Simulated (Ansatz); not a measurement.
# CH4BISi: the cost of one run

Computed with Ansatz 0.2.0, driven from Python. Level of theory: CAM-B3LYP/def2-SVP.

### Step 1. The system

Bond lengths: I1–Si2 2.482 Å, Si2–B3 2.051 Å, Si2–C4 1.851 Å, B3–C4 1.660 Å, Si2–H5 1.455 Å, B3–H6 1.167 Å, C4–H7 1.087 Å, C4–H8 1.097 Å. Angles (14 of 15 angles, heavy atoms first): I1–Si2–B3 107.5°, I1–Si2–C4 115.7°, B3–Si2–C4 50.0°, Si2–B3–C4 58.7°, Si2–C4–B3 71.2°, I1–Si2–H5 123.2°, B3–Si2–H5 105.8°, C4–Si2–H5 121.0°, Si2–B3–H6 153.9°, C4–B3–H6 147.4°, Si2–C4–H7 113.0°, Si2–C4–H8 114.3°, B3–C4–H7 112.7°, B3–C4–H8 112.8°.

No structure file is read: the coordinates are typed or built in the script.

### Step 2. Script

ch4bisi_freq.py

```python
'''Harmonic frequencies of CH4BISi at its relaxed geometry.'''

import itertools
import warnings

import ansatz
from ase.data import atomic_numbers, covalent_radii
import numpy as np


def main() -> None:
    warnings.simplefilter('ignore', ansatz.DeckWarning)

    geometry_ang = [
        ('I', (-1.3093, -2.6573, 0.2151)),
        ('Si', (-0.5641, -0.3635, 0.8027)),
        ('B', (-0.2383, 0.6487, -0.9508)),
        ('C', (1.0225, 0.189, 0.0266)),
        ('H', (-1.3418, 0.5365, 1.6405)),
        ('H', (-0.5774, 1.184, -1.9306)),
        ('H', (1.6001, -0.6314, -0.3912)),
        ('H', (1.5005, 1.0369, 0.532)),
    ]
    system = ansatz.Crystal.molecule()
    for symbol, xyz in geometry_ang:
        system = system.atom(symbol, xyz)

    model = system.calculation().basis(gaussian='def2-SVP').functional('CAM-B3LYP')
    symbols = [site.symbol for site in system.cartesian_sites]
    start = np.array([site.position_ang for site in system.cartesian_sites], dtype=float)
    def progress(event):
        if event['event'] == 'relax_step':
            row = event['data']
            print(f'step {row["step"]:3d}  E = {row["lagrangian_ev"]:.6f} eV  largest force component {row["allowed_force_max_ev_ang"]:.4f} eV/A')


    summary = model.relax(force_tolerance=0.003).session().plan().execute(on_event=progress).report
    end = np.array(summary['positions_ang'])

    # pairs closer than 1.2 times the sum of covalent radii, before or after
    radius = [covalent_radii[atomic_numbers[s]] for s in symbols]
    span = lambda where, i, j: np.linalg.norm(where[i] - where[j])
    bonded = [(i, j) for i, j in itertools.combinations(range(len(symbols)), 2) if min(span(start, i, j), span(end, i, j)) < 1.2 * (radius[i] + radius[j])]
    print('pair        before    after (A)')
    for i, j in bonded:
        print(f'{symbols[i]}{i}-{symbols[j]}{j}'.ljust(10), f'{span(start, i, j):8.4f} {span(end, i, j):8.4f}')

    # same settings at the minimum
    minimum = ansatz.Crystal.molecule()
    for symbol, place in zip(symbols, end):
        minimum = minimum.atom(symbol, place.tolist())
    vibrating = (
        minimum.calculation()
        .basis(gaussian='def2-SVP')
        .functional('CAM-B3LYP')
        .phonons(temperatures=(100, 500, 100))
    )
    vib = vibrating.run(threads=1, pin='off').report['vibrations']
    sums = vib['harmonic_sums']
    modes = [m['omega_inv_cm'] for m in sums['modes_at_gamma'] if m['rigid_motion'] == 'no']
    for number, w in enumerate(modes, start=1):
        print(f'mode {number:2d} {w:9.1f} 1/cm {w / 8065.544 * 1000:8.2f} meV')
    print('imaginary modes:', sum(w < 0 for w in modes), ' zero-point energy:', round(sums['zero_point_energy_ev'], 4), 'eV')
    print('T (K)   F_vib (eV)   S_vib (meV/K)   C_vib (meV/K)')
    for row in zip(sums['temperatures_k'], sums['vibrational_free_energy_ev'], vib['entropy_ev_per_k'], vib['heat_capacity_ev_per_k']):
        print(f'{row[0]:6.1f} {row[1]:11.4f} {1000 * row[2]:13.4f} {1000 * row[3]:15.4f}')

    # all hydrogen replaced by deuterium
    heavier = vibrating.phonons(masses={'H': 2.014102}).run(threads=1, pin='off').report['vibrations']['harmonic_sums']
    print('deuterated (1/cm):', ' '.join(f'{m["omega_inv_cm"]:.0f}' for m in heavier['modes_at_gamma'] if m['rigid_motion'] == 'no'))
    print('zero-point energy falls by', round(sums['zero_point_energy_ev'] - heavier['zero_point_energy_ev'], 4), 'eV')


if __name__ == '__main__':
    main()
```

### Step 3. The calls as engine input

The engine receives this input (first run):

```yaml
crystal:
  periodic: [false, false, false]
  atoms:
    - { symbol: I, position_ang: [-1.3093, -2.6573, 0.2151] }
    - { symbol: Si, position_ang: [-0.5641, -0.3635, 0.8027] }
    - { symbol: B, position_ang: [-0.2383, 0.6487, -0.9508] }
    - { symbol: C, position_ang: [1.0225, 0.189, 0.0266] }
    - { symbol: H, position_ang: [-1.3418, 0.5365, 1.6405] }
    - { symbol: H, position_ang: [-0.5774, 1.184, -1.9306] }
    - { symbol: H, position_ang: [1.6001, -0.6314, -0.3912] }
    - { symbol: H, position_ang: [1.5005, 1.0369, 0.532] }
basis:
  gaussian:
    orbitals: def2-SVP
hamiltonian:
  xc: cam_b3lyp
relax:
  f_tol: 0.003
```

### Step 4. Launch

On the command line:

```console
$ python ch4bisi_freq.py
```

**Question.** How long does this script take on 1 thread of AMD EPYC 7B13 (Zen 3), shared host, and how much memory does it need?

About 6.5 min, with a peak of 0.33 GiB.
